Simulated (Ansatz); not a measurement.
# Pt: a tetragonal deformation path

One table from this session's results is given with a row withheld; the runs are named, their logs left out.

Computed with Ansatz 0.2.0 (DFT r2SCAN, scalar-relativistic, plane waves, PAW, unless a step's input says otherwise).

### The system as given

Symmetry: Im-3m, No. 229, cubic system. Conventional cell: a = 3.168 Å, b = 3.168 Å, c = 3.168 Å, α = 90.00°, β = 90.00°, γ = 90.00°. Around Pt (site symmetry m-3m) lie 8 Pt at 2.74 Å.

Coordinates:

```xyz
1
Lattice="-1.5842 1.5842 1.5842 1.5842 -1.5842 1.5842 1.5842 1.5842 -1.5842" Properties=species:S:1:pos:R:3 pbc="T T T"
Pt    0.0000    0.0000    0.0000
```

It goes back to an entry of the Materials Project, which need not be the stable form.

No relaxation comes first: the listed cell is the starting point.

Set-up of the first run:

Input file input.yaml:

```yaml
crystal:
  lattice:
    - [-1.58422, 1.58422, 1.58422]
    - [1.58422, -1.58422, 1.58422]
    - [1.58422, 1.58422, -1.58422]
  atoms:
    - { symbol: Pt, position: [0.0, 0.0, 0.0] }
basis:
  ecutwfc: 500
kpoints:
  mp_grid: { grid: [24, 24, 24] }
hamiltonian:
  xc: r2scan
scf:
  occupations: { method: gaussian, width: 0.15 }
output:
  forces: true
  stress: true
  eigenvalues: true
  write_density: true
  write_potential: true
  elf: true
  volumetric_format: npy
```

Launch:

```console
$ ansatz run input.yaml --threads 1 --pin off --max-ram 2560MiB --backend cpu --events-out ev --progress --plain --runs-dir out
```

Steps of the session up to this table: The undisturbed cell; ρ = 0.707; At ρ = 1.414; At ρ = 0.850; At ρ = 1.200; ρ = 0.780; ρ = 1.300; ρ = 0.920; Point ρ = 1.100; ρ = 0.650.

One of the session's tables, all rows but one given; the rest of the session is left out.

| ρ | ΔE (meV/atom) | pressure (GPa) |
| --- | --- | --- |
| 0.650 | 458.0 | 18.2 |
| 0.707 | 71.3 | 3.2 |
| 0.780 | -92.2 | -5.5 |
| 0.850 | -72.5 | -7.4 |
| 0.920 | ? | ? |
| 1.000 | 0.0 | -6.5 |
| 1.100 | -19.8 | -7.0 |
| 1.200 | -50.9 | -8.0 |
| 1.300 | -75.2 | -8.9 |
| 1.414 | -88.7 | -9.5 |

Q: Estimate the row for ρ = 0.920 from the others.

Worked estimate for «ΔE (meV/atom)». A straight line through the neighbours (0.850, -72.5) and (1.000, 0.0) gives -72.5 + (0.0 + 72.5) × (0.920 − 0.850) / (1.000 − 0.850) = -38.7; a parabola fitted to 4 rows on both sides gives -28.7.

The run gave: ΔE (meV/atom): -20.7; pressure (GPa): -6.9. In «ΔE (meV/atom)» the line misses by -18.0 and the parabola by -8.0.
